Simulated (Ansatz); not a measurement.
# CH4ClGe+ (SMILES Cl[CH+][GeH3]): functionals against CCSD(T) at one geometry

An exercise on one series of results from a longer session: the logs are not shown, and one member is left open.

The runs use Ansatz 0.2.0, Gaussian basis; single points in def2-TZVPP.

Correlated methods freeze the cores. Filled d shells of the heavier atoms are correlated.

## The starting structure

SMILES `Cl[CH+][GeH3]`, 7 atoms, charge 1, spin multiplicity 1.

Atoms are counted from 1 here; the program's logs count them from 0.

Bond lengths: Cl1–C2 1.600 Å, C2–Ge3 1.970 Å, C2–H4 0.996 Å, Ge3–H5 1.626 Å, Ge3–H6 1.493 Å, Ge3–H7 1.399 Å. Angles: Cl1–C2–Ge3 126.0°, Cl1–C2–H4 113.0°, Ge3–C2–H4 121.0°, C2–Ge3–H5 96.9°, C2–Ge3–H6 109.1°, C2–Ge3–H7 95.5°, H5–Ge3–H6 107.3°, H5–Ge3–H7 112.2°, H6–Ge3–H7 130.0°.

Geometry (Å):

```xyz
7
CH4ClGe
Cl   -1.4656   -1.6469    0.8456
C    -0.2735   -1.0088   -0.0099
Ge    0.2561    0.8888   -0.0206
H     0.2296   -1.6844   -0.5417
H     0.0868    1.1299   -1.6192
H    -0.7985    1.6946    0.6636
H     1.5876    0.6586    0.3410
```

Set-up of the first run:

run/in.yaml

```yaml
crystal:
  periodic: [false, false, false]
  atoms:
    - {symbol: Cl, position_ang: [-1.465600, -1.646900, 0.845600]}
    - {symbol: C, position_ang: [-0.273500, -1.008800, -0.009900]}
    - {symbol: Ge, position_ang: [0.256100, 0.888800, -0.020600]}
    - {symbol: H, position_ang: [0.229600, -1.684400, -0.541700]}
    - {symbol: H, position_ang: [0.086800, 1.129900, -1.619200]}
    - {symbol: H, position_ang: [-0.798500, 1.694600, 0.663600]}
    - {symbol: H, position_ang: [1.587600, 0.658600, 0.341000]}
basis:
  gaussian: {orbitals: def2-TZVPP}
total_charge: 1
correlation: {method: ccsd_t}
output: {forces: true}
```

The command line of these runs was not kept.

Among the steps run: CCSD(T)/def2-TZVPP; PBE0-D4/def2-TZVPP; wB97M-V/def2-TZVPP; r2SCAN-D4/def2-TZVPP; PBE-D4/def2-TZVPP; r2SCAN0-D4/def2-TZVPP; r2SCANh-D4/def2-TZVPP.

One table of the session follows, with a row left open; its other results are not shown here.

```
    method  RMS force component (eV/Å)  angle to CCSD(T) forces (°)
   CCSD(T)                       1.677                    reference
   PBE0-D4                       1.717                          4.5
   wB97M-V                       1.678                          2.9
 r2SCAN-D4                       1.692                          5.2
    PBE-D4                       1.740                          7.6
r2SCAN0-D4                       1.685                          4.8
r2SCANh-D4                           ?                            ?
```

Estimate the missing values for r2SCANh-D4.

Worked estimate for «RMS force component (eV/Å)». Against the share of exact exchange, r2SCAN-D4 (0, 1.692), r2SCAN0-D4 (0.25, 1.685) give a slope of -0.028 per unit share; at 0.1 the line stands at 1.689.

**Answer.** RMS force component (eV/Å): 1.688; angle to CCSD(T) forces (°): 4.3. In «RMS force component (eV/Å)» the line misses by +0.001.
